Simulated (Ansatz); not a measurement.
**Lanthanum, omega (AlB2-type) under BLYP: from relaxation to bulk modulus**

What does BLYP give for lanthanum in the omega (AlB2-type) structure? We relax it, solve it on a dense k-mesh, then scale the cell to 7 volumes from 88 to 112 % of the relaxed one and try a fit of the equation of state. Spin polarisation is left out. The k-meshes are 6×6×9 for the relaxation; 8×8×11 for the dense run; 7×7×10 for the volumes.

Computed with Ansatz 0.2.0 (DFT BLYP, plane waves (420 eV) with PAW, scalar-relativistic; the PAW data stem from PBE, with regenerated cores, unless a step says otherwise).

**1. The system as given**

It takes space group P6/mmm (No. 191, hexagonal). The conventional cell has a = 5.957 Å, b = 5.957 Å, c = 3.652 Å, α = 90.00°, β = 90.00°, γ = 120.00°. La (site symmetry 6/mmm) is surrounded by 14 La at 3.65 to 3.89 Å. Around La (site symmetry -6m2) lie 11 La at 3.44 to 3.89 Å.

As a file:

```xyz
3
Lattice="5.9575 0.0000 0.0000 -2.9787 5.1593 0.0000 0.0000 0.0000 3.6519" Properties=species:S:1:pos:R:3 pbc="T T T"
La    0.0000    0.0000    0.0000
La    0.0000    3.4395    1.8260
La    2.9787    1.7198    1.8260
```

**2. Relaxing cell and atoms**

File input.yaml:

```yaml
crystal:
  lattice:
    - [5.957452521, 0.0, 0.0]
    - [-2.9787262605, 5.159305225, 0.0]
    - [0.0, 0.0, 3.6519183953]
  atoms:
    - { symbol: La, position: [0.0, 0.0, 0.0] }
    - { symbol: La, position: [0.3333333333, 0.6666666667, 0.5] }
    - { symbol: La, position: [0.6666666667, 0.3333333333, 0.5] }
hamiltonian:
  xc: blyp
  pseudopotentials:
    kind: paw
    azcp:
      La: "pseudopotentials/La.paw.azcp"
basis:
  ecutwfc: 420
  fft_grid_basis: typed
kpoints:
  mp_grid: { grid: [6, 6, 9], shift: [0, 0, 0] }
magnetization:
  spin_polarized: false
scf:
  occupations: { method: fermi_dirac, width: 0.1 }
relax:
  max_steps: 60
  f_tol: 0.01
  cell: {}
```

The runs that follow: The energy on a finer k-mesh; Equation of state: 88 %; Equation of state: 92 %; Equation of state: 96 %; Equation of state: 100 %; Equation of state: 104 %; Equation of state: 108 %; Equation of state: 112 %.

What does the calculation give? Wanted: space group; conventional cell; volume; shortest distance; gap on the mesh; relative to dhcp; highest ELF outside the cores; V₀, B₀, B₀′.

**Answer**, as computed:

```
                      quantity                                   value
space group (spins left aside)                        P6/mmm (No. 191)
             conventional cell  a = 6.089 Å, c = 3.742 Å (c/a = 0.615)
                        volume                          40.039 Å³/atom
             shortest distance                                 3.515 Å
               gap on the mesh            none (levels filled in part)
              relative to dhcp                            +36 meV/atom
 highest ELF outside the cores      0.70, 2.57 Å from the nearest atom
                   V₀, B₀, B₀′             39.826 Å³/atom, 27 GPa, 3.0
```

The relaxation enlarged the cell by 7.0 % in volume. Against the reference form of lanthanum (dhcp, computed apart with the same settings) it stands 36 meV/atom higher. No gap shows: it is a metal or semimetal at this level. The fitted modulus is 27 GPa; letting shape and positions relax at each volume could only lower it. The symmetry was held, so the structure may be unstable against distortions that break it.
